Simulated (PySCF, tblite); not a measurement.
# C₇H₁₃FO₂: geometry, infrared bands and NMR shifts

Wanted: the infrared bands and NMR shifts of C₇H₁₃FO₂ (`CC[C@@]1(O[C@H](C)F)CCO1`), by calculation.

The runs use tblite 0.8.0 and PySCF 2.14.0, with density-fitted response routines of our own; the level of theory stands in each step. All values are computed, except where a source is named. Atoms count from 0, in the outputs and in this text.

## Step 1: The molecule as given

23 atoms, charge 0, multiplicity 1; geometry from: force field or distance geometry start.

Bonds of the start (Å): C0–C1 1.52, C1–C2 1.52, C2–O3 1.43, O3–C4 1.43, C4–C5 1.51, C4–F6 1.35, C2–C7 1.55, C7–C8 1.51, C8–O9 1.44, O9–C2 1.46, C0–H10 1.08, C0–H11 1.10, C0–H12 1.09, C1–H13 1.11, C1–H14 1.10, C4–H15 1.10, C5–H16 1.10, C5–H17 1.10, C5–H18 1.09, C7–H19 1.09, C7–H20 1.10, C8–H21 1.10, C8–H22 1.10.

## Step 2: Relaxing the molecule with GFN2-xTB

The job: settings as JSON, then the geometry in Å.

```
{"job": {"kind": "relax", "xc": "GFN2-xTB", "basis": "xTB"}, "charge": 0, "multiplicity": 1}
C     -1.518400    -1.962400    -0.094400
C     -1.318400    -0.706900     0.740200
C     -0.515600     0.351300    -0.008700
O      0.784400    -0.093700    -0.415400
C      1.724600    -0.314900     0.641200
C      3.118700    -0.177700     0.069500
F      1.558700    -1.585400     1.066900
C     -1.304700     1.060300    -1.136800
C     -0.963400     2.334500    -0.394900
O     -0.491800     1.594900     0.752000
H     -0.577000    -2.418400    -0.379700
H     -2.107000    -2.704400     0.470000
H     -2.080100    -1.727800    -1.002400
H     -0.791000    -0.983800     1.673700
H     -2.294800    -0.306700     1.052600
H      1.574100     0.372100     1.487200
H      3.290100     0.832200    -0.322600
H      3.870700    -0.395300     0.840900
H      3.277200    -0.882000    -0.743200
H     -0.869400     0.979000    -2.134100
H     -2.383500     0.837300    -1.185000
H     -1.822400     2.974800    -0.140000
H     -0.165500     2.950000    -0.826900
```

Run with:

```bash
$ OMP_NUM_THREADS=1 python probes_run.py task.json out
```

The driver reads the jobs from task.json and runs them one after another.

**Question.** This job is followed by: GFN2-xTB harmonic vibrations, gas phase; GIAO PBE0/pcSseg-1 NMR shielding, non-relativistic, gas phase. What will the session give for the following? strongest single infrared mode (GFN2-xTB); zero-point energy (GFN2-xTB); 13C shifts against TMS (PBE0/pcSseg-1); 1H shifts against TMS (PBE0/pcSseg-1, means over atoms taken as alike); 17O shifts against H2O (PBE0/pcSseg-1); 19F shifts against CFCl3 (PBE0/pcSseg-1).

As calculated:

```
                                                              quantity                                                     value
                             strongest single infrared mode (GFN2-xTB)                                     1149 cm⁻¹, 181 km/mol
                                          zero-point energy (GFN2-xTB)                                            120.4 kcal/mol
                                13C shifts against TMS (PBE0/pcSseg-1)             113.5, 106.7, 65.7, 37.2, 34.6, 24.6, 8.8 ppm
1H shifts against TMS (PBE0/pcSseg-1, means over atoms taken as alike)  6.05, 4.62, 4.54, 2.48, 2.47, 2.18, 1.71, 1.48, 0.98 ppm
                                17O shifts against H2O (PBE0/pcSseg-1)                                           159.2, 88.6 ppm
                              19F shifts against CFCl3 (PBE0/pcSseg-1)                                                -144.9 ppm
```

What this shows: Relaxing lowered the energy by 0.215 eV in 71 steps; the close pair that moved most is O3–C4, from 1.432 to 1.378 Å. No mode is imaginary among the 63: a minimum at this level. The strongest single mode, at 1149 cm⁻¹, is spread over many atoms; the largest shares are those of C4, O3. Unscaled tight-binding wavenumbers are off by several per cent, some by more. Its intensities can rank the bands wrongly. The most deshielded hydrogen is H15 (hydrogen on an sp3 CH bonded to F and O), at 6.05 ppm: its carbon carries F and O, an electronegative neighbour.
